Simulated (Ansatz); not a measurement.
**InAsH6: small, medium and large basis sets**

How large a basis does InAsH6 need? Two functionals are run in growing sets.

The runs use Ansatz 0.2.0, Gaussian basis; one geometry, several basis sets.

The runs, in order: PBE0-D4/def2-SVP; ωB97M-V/def2-SVP; PBE0-D4/def2-QZVPP; ωB97M-V/def2-QZVPP; the functionals' def2-TZVPP values are taken from earlier runs.

## (1) Structure used throughout

The geometry comes from an earlier relaxation with PBE0-D4 in a triple-zeta def2 set; it is a stationary point, not always the lowest conformer. In takes the def2 core potential; no spin-orbit term is included.

SMILES `[AsH3+][InH3-]`, 8 atoms, charge 0, spin multiplicity 1.

Atoms are counted from 1 here; the program's logs count them from 0.

Bond lengths: As1–In2 2.905 Å, As1–H3 1.510 Å, As1–H4 1.510 Å, As1–H5 1.510 Å, In2–H6 1.730 Å, In2–H7 1.730 Å, In2–H8 1.730 Å. Angles: In2–As1–H3 120.7°, In2–As1–H4 120.7°, In2–As1–H5 120.7°, H3–As1–H4 96.2°, H3–As1–H5 96.2°, H4–As1–H5 96.2°, As1–In2–H6 94.7°, As1–In2–H7 94.6°, As1–In2–H8 94.7°, H6–In2–H7 119.3°, H6–In2–H8 119.3°, H7–In2–H8 119.3°.

## (2) PBE0-D4 in def2-SVP

in.yaml reads:

```yaml
crystal:
  periodic: [false, false, false]
  atoms:
    - {symbol: As, position_ang: [-0.634951, 0.325495, -0.984696]}
    - {symbol: In, position_ang: [0.881638, -0.451957, 1.367658]}
    - {symbol: H, position_ang: [-1.666391, 1.425976, -0.909268]}
    - {symbol: H, position_ang: [-1.512856, -0.672538, -1.701540]}
    - {symbol: H, position_ang: [0.065880, 0.842567, -2.218453]}
    - {symbol: H, position_ang: [0.110039, 0.685574, 2.417654]}
    - {symbol: H, position_ang: [2.419197, -0.061404, 0.678290]}
    - {symbol: H, position_ang: [0.337443, -2.093722, 1.350363]}
basis:
  gaussian: {orbitals: def2-SVP}
hamiltonian: {xc: pbe0, dispersion: d4}
output: {orbitals: {seedname: orbitals}}
```

The runs that follow: ωB97M-V in def2-SVP; PBE0-D4 in def2-QZVPP; ωB97M-V in def2-QZVPP.

Before running them: what should the planned runs give, taken together? Wanted: PBE0-D4: double and triple zeta above quadruple; ωB97M-V: double and triple zeta above quadruple.

As calculated:

| quantity | value |
| --- | --- |
| PBE0-D4: double and triple zeta above quadruple | 9.22, 1.37 eV |
| ωB97M-V: double and triple zeta above quadruple | 9.28, 1.35 eV |

In words: PBE0-D4 gains 7.85 eV from double to triple zeta, then 1.37 eV more. These are total energies; as a rule much of such shifts cancels in differences, which this series doesn't test. The LUMO of ωB97M-V is positive and keeps falling with the basis (1.05 to 0.44 eV): an unbound level that the basis holds in place.
